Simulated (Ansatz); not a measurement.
# C3H8FNSi: molecular dynamics

All numbers below are computed with Ansatz 0.2.0 (RKS PBE0/STO-3G).

## (1) The system as given

Bond lengths: C1–N2 1.441 Å, N2–C3 1.305 Å, C3–C4 1.423 Å, C4–F5 1.383 Å, C4–Si6 1.875 Å, C1–H7 1.044 Å, C1–H8 1.101 Å, C1–H9 1.170 Å, C3–H10 1.124 Å, C4–H11 1.168 Å, Si6–H12 1.496 Å, Si6–H13 1.537 Å, Si6–H14 1.507 Å. Angles (14 of 22 angles, heavy atoms first): C1–N2–C3 120.6°, N2–C3–C4 131.6°, C3–C4–F5 112.4°, C3–C4–Si6 116.3°, F5–C4–Si6 108.0°, N2–C1–H7 112.0°, N2–C1–H8 108.3°, N2–C1–H9 109.4°, N2–C3–H10 113.6°, C4–C3–H10 114.6°, C3–C4–H11 110.4°, F5–C4–H11 103.3°, Si6–C4–H11 105.4°, C4–Si6–H12 109.4°.

Structure file:

```xyz
14

C     0.1190   -2.1985    0.4609
N     1.2162   -1.3925   -0.0098
C     0.9999   -0.2230   -0.5477
C    -0.1975    0.5216   -0.7424
F    -0.3425    0.9527   -2.0481
Si   -0.4510    1.9968    0.3864
H     0.4483   -3.0797    0.9146
H    -0.5438   -2.4130   -0.3914
H    -0.4971   -1.5929    1.2502
H     1.9394    0.3178   -0.8429
H    -1.1316   -0.1594   -0.5787
H     0.7058    2.9347    0.2439
H    -1.7651    2.7436    0.1052
H    -0.5129    1.5626    1.8286
```

## (2) Preparing the start

input.yaml reads:

```yaml
crystal:
  periodic: [false, false, false]
  atoms:
    - { symbol: C, position_ang: [0.119, -2.1985, 0.4609] }
    - { symbol: "N", position_ang: [1.2162, -1.3925, -0.0098] }
    - { symbol: C, position_ang: [0.9999, -0.223, -0.5477] }
    - { symbol: C, position_ang: [-0.1975, 0.5216, -0.7424] }
    - { symbol: F, position_ang: [-0.3425, 0.9527, -2.0481] }
    - { symbol: Si, position_ang: [-0.451, 1.9968, 0.3864] }
    - { symbol: H, position_ang: [0.4483, -3.0797, 0.9146] }
    - { symbol: H, position_ang: [-0.5438, -2.413, -0.3914] }
    - { symbol: H, position_ang: [-0.4971, -1.5929, 1.2502] }
    - { symbol: H, position_ang: [1.9394, 0.3178, -0.8429] }
    - { symbol: H, position_ang: [-1.1316, -0.1594, -0.5787] }
    - { symbol: H, position_ang: [0.7058, 2.9347, 0.2439] }
    - { symbol: H, position_ang: [-1.7651, 2.7436, 0.1052] }
    - { symbol: H, position_ang: [-0.5129, 1.5626, 1.8286] }
basis:
  gaussian: { orbitals: STO-3G }
hamiltonian:
  xc: pbe0
relax:
  f_tol: 0.02
  max_steps: 40
scf:
  lower_state_search: "off"
```

Launch:

```
$ ansatz run input.yaml --threads 1 --pin off --max-ram 2048MiB --backend cpu --events-out ev --progress --plain --runs-dir out
```

What time and memory should one allow on 1 thread of Intel Xeon Platinum 8375C at 2.90GHz (Ice Lake), shared host?

About 32 s, with a peak of 0.16 GiB.
